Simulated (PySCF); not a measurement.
**[AuF2]−: how settings move a single point**

Which settings matter for [AuF2]−? Each run alters one on purpose. The species was built from a template and needn't be a known compound.

Method: TPSS, Au def2-SVP with ECP60, F def2-SVP; scalar-relativistic core potentials, no spin–orbit coupling; program: PySCF 2.14.0.

2 further runs of the same task are left out: 2 for a known fault of the program. Runs told in other sessions of the task aren't counted.

## (1) The system as given

3 atoms, charge -1, spin multiplicity 1.

Bond lengths: Au1–F2 1.970 Å, Au1–F3 1.970 Å. Angles: F2–Au1–F3 180.0°.

Geometry (Å):

```xyz
3
charge -1, multiplicity 1
Au    0.0000    0.0000    0.0000
F     0.0000    0.0000    1.9697
F     0.0000    0.0000   -1.9697
```

Formal oxidation states: Au +1. An earlier session relaxed this geometry at TPSS, Au def2-SVP with ECP60, F def2-SVP (singlet, point group D∞h).

The sound run used a (50, 194) grid (finer on f atoms), a threshold of 1e-8 and at most 55 cycles, and ended at -335.323109 Eh.

## (2) Altered run 1

File run.py (the lines that set the calculation):

```python
mol = gto.M(atom='''
Au     0.00000     0.00000     0.00000
F      0.00000     0.00000     1.96971
F      0.00000     0.00000    -1.96971''',
    basis={'Au': 'def2-SVP', 'F': 'def2-SVP'},
    ecp={'Au': 'def2-SVP'},
    charge=-1, spin=0)
mf = dft.RKS(mol, xc='TPSS')
mf.grids.atom_grid = (50, 194)
mf = mf.density_fit()  # fitting sets: Au def2-universal-JKFIT, F def2-universal-JKFIT
mf.conv_tol = 1e-06; mf.max_cycle = 55
mf.kernel(dm0)  # dm0: free metal ions and neutral atoms
```

The run is started by

```bash
> OMP_NUM_THREADS=2 python run.py
```

What it wrote:

```text
init E= -346.096285902752
  HOMO = 0.309796809687866  LUMO = 0.333747704769429  gap/eV = 0.65174
cycle= 1 E= -323.706717496765  delta_E= 22.4  |g|= 5.18  |ddm|= 15.5
  HOMO = -0.215072935908455  LUMO = -0.110313235120181  gap/eV = 2.85066
cycle= 2 E= -313.337035561857  delta_E= 10.4  |g|= 8.66  |ddm|=   18
  HOMO = -0.710722807704803  LUMO = -0.367432891547246  gap/eV = 9.34139
cycle= 3 E= -332.367995497621  delta_E=  -19  |g|= 3.76  |ddm|= 8.85
  HOMO = 0.0638069352050682  LUMO = 0.135334796268715  gap/eV = 1.94637
cycle= 4 E= -334.34329730172  delta_E= -1.98  |g|= 2.15  |ddm|= 3.71
  HOMO = -0.170202780368437  LUMO = 0.0103907910754302  gap/eV = 4.91420
cycle= 5 E= -334.959025139133  delta_E= -0.616  |g|= 1.25  |ddm|= 2.57
  HOMO = -0.00626821460104173  LUMO = 0.155735561661551  gap/eV = 4.40835
cycle= 6 E= -335.313932080157  delta_E= -0.355  |g|= 0.233  |ddm|= 1.56
  HOMO = -0.00141131624873634  LUMO = 0.160999582486504  gap/eV = 4.41943
cycle= 7 E= -335.322393938035  delta_E= -0.00846  |g|= 0.0609  |ddm|= 0.151
  HOMO = 0.00118258482947464  LUMO = 0.16224610049796  gap/eV = 4.38276
cycle= 8 E= -335.323078732984  delta_E= -0.000685  |g|= 0.0118  |ddm|= 0.0513
  HOMO = 0.0024798521168943  LUMO = 0.163308171273592  gap/eV = 4.37636
cycle= 9 E= -335.323107948429  delta_E= -2.92e-05  |g|= 0.00194  |ddm|= 0.0112
  HOMO = 0.00277206866432497  LUMO = 0.163506640139914  gap/eV = 4.37381
cycle= 10 E= -335.323108871333  delta_E= -9.23e-07  |g|= 0.000131  |ddm|= 0.00283
  HOMO = 0.00272543475826312  LUMO = 0.163473525507882  gap/eV = 4.37418
Extra cycle  E= -335.323108858613  delta_E= 1.27e-08  |g|= 0.000271  |ddm|= 0.000518
converged SCF energy = -335.323108858613
```

Wall time 1.3 s (2 threads of Arm Neoverse V1, shared host).

Changed: the SCF threshold (1e-06). It converges in 10 cycles, at the sound run's energy within 0.001 eV, with a largest force component of 0.00 eV/Å. The result survives the change.

## (3) Altered run 2

run.py (the lines that set the calculation): that of step 2 with these lines changed.

```diff
@@ -8,5 +8,5 @@
 mf = dft.RKS(mol, xc='TPSS')
-mf.grids.atom_grid = (50, 194)
+mf.grids.atom_grid = (10, 14)
 mf = mf.density_fit()  # fitting sets: Au def2-universal-JKFIT, F def2-universal-JKFIT
-mf.conv_tol = 1e-06; mf.max_cycle = 55
+mf.conv_tol = 1e-08; mf.max_cycle = 55
 mf.kernel(dm0)  # dm0: free metal ions and neutral atoms
```

The run is started by

```bash
> OMP_NUM_THREADS=2 python run.py
```

What it wrote:

```text
init E= -345.882784905803
  HOMO = 0.293814106899263  LUMO = 0.343786287631079  gap/eV = 1.35981
cycle= 1 E= -323.524669801958  delta_E= 22.4  |g|= 5.14  |ddm|= 16.3
  HOMO = -0.211562132245121  LUMO = -0.0923283227107521  gap/eV = 3.24452
cycle= 2 E= -314.542079139921  delta_E= 8.98  |g|= 8.37  |ddm|= 18.6
  HOMO = -0.712845687138552  LUMO = -0.329204173518185  gap/eV = 10.43942
cycle= 3 E= -332.267773487063  delta_E= -17.7  |g|= 3.72  |ddm|=  8.5
  HOMO = 0.0624845158257413  LUMO = 0.138757539066576  gap/eV = 2.07549
cycle= 4 E= -334.095042858239  delta_E= -1.83  |g|=  2.2  |ddm|= 3.87
  HOMO = -0.160503711408589  LUMO = 0.0192771234577727  gap/eV = 4.89209
cycle= 5 E= -334.718586682565  delta_E= -0.624  |g|= 1.33  |ddm|= 2.78
  HOMO = -0.0204146903504225  LUMO = 0.160602948630457  gap/eV = 4.92574
cycle= 6 E= -335.10759737679  delta_E= -0.389  |g|= 0.285  |ddm|= 1.66
  HOMO = -0.0117654711196632  LUMO = 0.168469729270466  gap/eV = 4.90445
cycle= 7 E= -335.120263627494  delta_E= -0.0127  |g|= 0.072  |ddm|=  0.2
  HOMO = -0.00961664817637029  LUMO = 0.167903975544861  gap/eV = 4.83058
cycle= 8 E= -335.121245797754  delta_E= -0.000982  |g|= 0.0128  |ddm|= 0.065
  HOMO = -0.00827763304342107  LUMO = 0.16895811730554  gap/eV = 4.82283
cycle= 9 E= -335.121284230174  delta_E= -3.84e-05  |g|= 0.00173  |ddm|= 0.0152
  HOMO = -0.00807442805937592  LUMO = 0.169105004900605  gap/eV = 4.82130
cycle= 10 E= -335.121285026649  delta_E= -7.96e-07  |g|= 0.000368  |ddm|= 0.00341
  HOMO = -0.00810854500719581  LUMO = 0.169068605749723  gap/eV = 4.82124
cycle= 11 E= -335.121285060803  delta_E= -3.42e-08  |g|= 1.6e-05  |ddm|= 0.000501
  HOMO = -0.0081083668760154  LUMO = 0.169067306093785  gap/eV = 4.82120
cycle= 12 E= -335.121285060865  delta_E= -6.25e-11  |g|= 3.54e-06  |ddm|= 2.44e-05
  HOMO = -0.00810839881878949  LUMO = 0.169067559402915  gap/eV = 4.82120
Extra cycle  E= -335.121285060853  delta_E= 1.22e-11  |g|= 8.46e-06  |ddm|= 1.15e-05
converged SCF energy = -335.121285060853
```

Run time: 0.9 s. Hardware: 2 threads of Arm Neoverse V1, shared host.

Changed: the integration grid, to (10, 14). It converges in 12 cycles, +5.492 eV from the sound run, with a largest force component of 28.41 eV/Å. The setting is unsound, so these numbers aren't the compound's.

## (4) Altered run 3

File run.py (the lines that set the calculation):

```python
mol = gto.M(atom='''
Au     0.00000     0.00000     0.00000
F      0.00000     0.00000     1.85152
F      0.00000     0.00000    -1.85152''',
    basis={'Au': 'def2-SVP', 'F': 'def2-SVP'},
    ecp={'Au': 'def2-SVP'},
    charge=-1, spin=0)
mf = dft.RKS(mol, xc='TPSS')
mf.grids.atom_grid = (50, 194)
mf = mf.density_fit()  # fitting sets: Au def2-universal-JKFIT, F def2-universal-JKFIT
mf.conv_tol = 1e-08; mf.max_cycle = 55
mf.kernel(dm0)  # dm0: free metal ions and neutral atoms
```

The run is started by

```bash
> OMP_NUM_THREADS=2 python run.py
```

What it wrote:

```text
init E= -346.245640080289
  HOMO = 0.316095269312672  LUMO = 0.339829272915033  gap/eV = 0.64584
cycle= 1 E= -324.627027904242  delta_E= 21.6  |g|= 5.17  |ddm|= 15.5
  HOMO = -0.251508283169944  LUMO = -0.180339483550555  gap/eV = 1.93660
cycle= 2 E= -320.311790576838  delta_E= 4.32  |g|= 7.31  |ddm|= 17.5
  HOMO = -0.661530239595649  LUMO = -0.326770102800342  gap/eV = 9.10929
cycle= 3 E= -333.323430131188  delta_E=  -13  |g|= 3.05  |ddm|= 7.79
  HOMO = 0.102521656399793  LUMO = 0.18533015657536  gap/eV = 2.25333
cycle= 4 E= -334.296457076981  delta_E= -0.973  |g|= 2.23  |ddm|= 3.69
  HOMO = -0.0918568691885247  LUMO = 0.094741771075082  gap/eV = 5.07761
cycle= 5 E= -335.132271169785  delta_E= -0.836  |g|= 0.927  |ddm|=  2.4
  HOMO = 0.0148344546383381  LUMO = 0.190410525908997  gap/eV = 4.77767
cycle= 6 E= -335.303960120491  delta_E= -0.172  |g|= 0.188  |ddm|= 0.893
  HOMO = 0.015374147490565  LUMO = 0.192914071784653  gap/eV = 4.83111
cycle= 7 E= -335.309532764707  delta_E= -0.00557  |g|= 0.0434  |ddm|= 0.118
  HOMO = 0.0203514181932427  LUMO = 0.193632621696052  gap/eV = 4.71522
cycle= 8 E= -335.309938084073  delta_E= -0.000405  |g|= 0.00716  |ddm|= 0.041
  HOMO = 0.0214668547234028  LUMO = 0.193867512520976  gap/eV = 4.69126
cycle= 9 E= -335.309949121975  delta_E= -1.1e-05  |g|= 0.000617  |ddm|= 0.00874
  HOMO = 0.0214406265779204  LUMO = 0.193855068302067  gap/eV = 4.69164
cycle= 10 E= -335.309949189634  delta_E= -6.77e-08  |g|= 1.53e-05  |ddm|= 0.000542
  HOMO = 0.0214408454446263  LUMO = 0.193855258119984  gap/eV = 4.69164
cycle= 11 E= -335.309949189682  delta_E= -4.85e-11  |g|= 1.96e-06  |ddm|= 2.43e-05
  HOMO = 0.0214402056795918  LUMO = 0.193854972989008  gap/eV = 4.69164
Extra cycle  E= -335.309949189679  delta_E= 3.3e-12  |g|= 4.36e-06  |ddm|= 7.9e-06
converged SCF energy = -335.309949189679
```

Wall time 1.4 s (2 threads of Arm Neoverse V1, shared host).

Changed: the scale of all coordinates (0.94). It converges in 11 cycles, +0.358 eV from the sound run, with a largest force component of 3.33 eV/Å. The setting is unsound, so these numbers aren't the compound's.

## (5) Altered run 4

File run.py (the lines that set the calculation):

```python
mol = gto.M(atom='''
Au     0.00000     0.00000     0.00000
F      0.00000     0.00000     1.96971
F      0.00000     0.00000    -1.96971''',
    basis={'Au': 'def2-SVP', 'F': 'def2-SVP'},
    ecp={'Au': 'def2-SVP'},
    charge=-1, spin=0)
mf = dft.RKS(mol, xc='TPSS')
mf.grids.atom_grid = (50, 194)
mf = mf.density_fit()  # fitting sets: Au def2-universal-JKFIT, F def2-universal-JKFIT
mf.conv_tol = 1e-08; mf.max_cycle = 55
mf.kernel(dm0)  # dm0: smeared density
```

The run is started by

```bash
> OMP_NUM_THREADS=2 python run.py
```

What it wrote:

```text
init E= -335.267926927968
  HOMO = -0.0137856029851509  LUMO = 0.151376732809481  gap/eV = 4.49430
cycle= 1 E= -335.322062411731  delta_E= -0.0541  |g|= 0.0638  |ddm|= 0.305
  HOMO = 0.0184861608881248  LUMO = 0.174395124225948  gap/eV = 4.24250
cycle= 2 E= -335.320077724914  delta_E= 0.00198  |g|= 0.114  |ddm|= 0.228
  HOMO = 0.00342654448544875  LUMO = 0.163879203288364  gap/eV = 4.36614
cycle= 3 E= -335.323091152444  delta_E= -0.00301  |g|= 0.0101  |ddm|= 0.138
  HOMO = 0.00311884779368085  LUMO = 0.163753886951326  gap/eV = 4.37110
cycle= 4 E= -335.323104197972  delta_E= -1.3e-05  |g|= 0.00462  |ddm|= 0.0107
  HOMO = 0.00279385977035994  LUMO = 0.16352744267936  gap/eV = 4.37378
cycle= 5 E= -335.32310886183  delta_E= -4.66e-06  |g|= 0.000268  |ddm|= 0.00496
  HOMO = 0.00274853310234403  LUMO = 0.163490184770183  gap/eV = 4.37400
cycle= 6 E= -335.323108875685  delta_E= -1.39e-08  |g|= 1.3e-05  |ddm|= 0.000294
  HOMO = 0.00274729493263466  LUMO = 0.163489527164447  gap/eV = 4.37402
cycle= 7 E= -335.323108875723  delta_E= -3.8e-11  |g|= 3.28e-06  |ddm|= 2.18e-05
  HOMO = 0.00274815514484139  LUMO = 0.163490096585953  gap/eV = 4.37401
Extra cycle  E= -335.323108875717  delta_E= 5.57e-12  |g|= 6.97e-06  |ddm|= 8.73e-06
converged SCF energy = -335.323108875717
```

It took 1.2 s on 2 threads of Arm Neoverse V1, shared host.

Changed: the starting guess (smeared density). It converges in 7 cycles, at the sound run's energy within 0.001 eV, with a largest force component of 0.00 eV/Å. The result survives the change.

## (6) Altered run 5

run.py (the lines that set the calculation): that of step 5 with these lines changed.

```diff
@@ -10,3 +10,3 @@
 mf = mf.density_fit()  # fitting sets: Au def2-universal-JKFIT, F def2-universal-JKFIT
-mf.conv_tol = 1e-08; mf.max_cycle = 55
-mf.kernel(dm0)  # dm0: smeared density
+mf.conv_tol = 1e-08; mf.max_cycle = 65
+mf.kernel(dm0)  # dm0: core Hamiltonian
```

The run is started by

```bash
> OMP_NUM_THREADS=2 python run.py
```

What it wrote:

```text
init E= -320.184721261437
  HOMO = 0.960272047103487  LUMO = 0.971427474452725  gap/eV = 0.30355
cycle= 1 E= -312.690500771324  delta_E= 7.49  |g|= 7.81  |ddm|= 25.4
  HOMO = -1.52929262134907  LUMO = -0.947520024227412  gap/eV = 15.83084
cycle= 2 E= -326.145913943925  delta_E= -13.5  |g|= 5.84  |ddm|=   24
  HOMO = -0.305055169840415  LUMO = -0.0764365732121881  gap/eV = 6.22103
cycle= 3 E= -334.908144669966  delta_E= -8.76  |g|= 1.07  |ddm|= 5.41
  HOMO = 0.083564279456607  LUMO = 0.195504043283338  gap/eV = 3.04604
cycle= 4 E= -334.980066769417  delta_E= -0.0719  |g|= 1.28  |ddm|= 2.52
  HOMO = 0.0181656077924219  LUMO = 0.173636800665833  gap/eV = 4.23059
cycle= 5 E= -335.315928948882  delta_E= -0.336  |g|= 0.165  |ddm|= 1.24
  HOMO = 0.00829202387945856  LUMO = 0.167864420603098  gap/eV = 4.34219
cycle= 6 E= -335.322630991555  delta_E= -0.0067  |g|= 0.0449  |ddm|= 0.242
  HOMO = 0.00347989858439673  LUMO = 0.16390616719022  gap/eV = 4.36542
cycle= 7 E= -335.323090577684  delta_E= -0.00046  |g|= 0.00954  |ddm|= 0.0562
  HOMO = 0.00284921068105283  LUMO = 0.16356276865633  gap/eV = 4.37324
cycle= 8 E= -335.323106941172  delta_E= -1.64e-05  |g|= 0.00319  |ddm|= 0.00795
  HOMO = 0.00277729183313042  LUMO = 0.163509533518045  gap/eV = 4.37375
cycle= 9 E= -335.323108841923  delta_E= -1.9e-06  |g|= 0.000421  |ddm|= 0.00255
  HOMO = 0.00274849812233569  LUMO = 0.163490503584246  gap/eV = 4.37401
cycle= 10 E= -335.323108875711  delta_E= -3.38e-08  |g|= 7.23e-06  |ddm|= 0.00038
  HOMO = 0.00274759680940634  LUMO = 0.163489726214078  gap/eV = 4.37402
cycle= 11 E= -335.323108875725  delta_E= -1.38e-11  |g|= 6.26e-07  |ddm|= 1.1e-05
  HOMO = 0.00274777975349597  LUMO = 0.16348987051666  gap/eV = 4.37402
Extra cycle  E= -335.323108875724  delta_E= 1.25e-12  |g|= 1.31e-06  |ddm|= 2.38e-06
converged SCF energy = -335.323108875724
```

It took 1.4 s on 2 threads of Arm Neoverse V1, shared host.

Changed: the starting guess (bare core Hamiltonian); the cycle limit is 65. It converges in 11 cycles, at the sound run's energy within 0.001 eV, with a largest force component of 0.00 eV/Å. The result survives the change.

## (7) Results

| run | changed | ending | energy change (eV) | cycles | time | usable |
| --- | --- | --- | --- | --- | --- | --- |
| 1 | the SCF threshold | converged | 0.000 | 10 | 1.3 s | yes |
| 2 | the integration grid | converged | +5.492 | 12 | 0.9 s | no |
| 3 | the scale of all coordinates | converged | +0.358 | 11 | 1.4 s | no |
| 4 | the starting guess | converged | 0.000 | 7 | 1.2 s | yes |
| 5 | the starting guess | converged | 0.000 | 11 | 1.4 s | yes |

3 of 5 altered runs give a usable result. 2 ended normally with numbers unfit to quote.
